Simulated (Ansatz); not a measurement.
# Cl2H4Si2: molecular dynamics

The plan is to follow the molecule's vibrations and see whether its bonds hold. The start is relaxed first. Runs: 500 steps of 0.5 fs under a Langevin thermostat, set from 300 K to 600 K by a schedule. SMILES of the start: [SiH3][SiH](Cl)Cl.

All numbers below are computed with Ansatz 0.2.0 (RKS PBE-D4/STO-3G).

**1. The structure to begin with**

Bond lengths: Si1–H2 1.460 Å, Si1–Cl3 2.130 Å, Si1–Si4 2.218 Å, Si4–H5 1.460 Å, Si4–H6 1.460 Å, Si4–H7 1.460 Å, Si1–Cl8 2.128 Å. Angles: H2–Si1–Cl3 109.4°, H2–Si1–Si4 109.5°, H2–Si1–Cl8 109.5°, Cl3–Si1–Si4 109.5°, Cl3–Si1–Cl8 109.5°, Si4–Si1–Cl8 109.5°, Si1–Si4–H5 109.5°, Si1–Si4–H6 109.5°, Si1–Si4–H7 109.5°, H5–Si4–H6 109.4°, H5–Si4–H7 109.4°, H6–Si4–H7 109.4°.

Coordinates:

```xyz
8

Si    0.0000    0.0000    0.0000
H     0.0000    0.0000    1.4600
Cl    2.0086    0.0000   -0.7093
Si   -1.0456    1.8115   -0.7393
H    -2.4302    1.4780   -1.0607
H    -1.0215    2.8436    0.2931
H    -0.3743    2.3069   -1.9374
Cl   -1.0032   -1.7381   -0.7093
```

**2. Relaxing the start**

Contents of input.yaml:

```yaml
crystal:
  periodic: [false, false, false]
  atoms:
    - { symbol: Si, position_ang: [0.0, 0.0, 0.0] }
    - { symbol: H, position_ang: [0.0, 0.0, 1.46] }
    - { symbol: Cl, position_ang: [2.0086, 0.0, -0.7093] }
    - { symbol: Si, position_ang: [-1.0456, 1.8115, -0.7393] }
    - { symbol: H, position_ang: [-2.4302, 1.478, -1.0607] }
    - { symbol: H, position_ang: [-1.0215, 2.8436, 0.2931] }
    - { symbol: H, position_ang: [-0.3743, 2.3069, -1.9374] }
    - { symbol: Cl, position_ang: [-1.0032, -1.7381, -0.7093] }
basis:
  gaussian: { orbitals: STO-3G }
hamiltonian:
  xc: pbe
  dispersion: d4
relax:
  f_tol: 0.02
  max_steps: 40
```

The run is started by

```sh
$ ansatz run input.yaml --threads 1 --pin off --max-ram 2048MiB --backend cpu --events-out ev --progress --plain --runs-dir out
```

After this run come: Dynamics.

Before running it: what results should come out? Wanted: relaxation of the start; temperature, first and last step; temperature, second half; potential energy, second half; bonds formed or broken.

**Answer**, as computed:

| quantity | value |
| --- | --- |
| relaxation of the start | 3 moves, 0.082 eV lower |
| length | 500 steps of 0.5 fs |
| temperature, first and last step | 262 and 669 K |
| temperature, second half | mean 483 K, from 218 to 757 K |
| potential energy, second half | +45 meV/atom from the start |
| bonds formed or broken | 0 |

In words: Under a schedule from 300 to 600 K over 250 fs, the atoms average 540 K over the last tenth of the run. Such a rate, of order 10^15 K/s, is far beyond any furnace or quench. The bonding pattern survives the run. 250 fs on 8 atoms is far too short and small for converged averages. The nuclei move classically, without zero-point motion, which matters most for hydrogen. The basis is very small, so the numbers are rough.
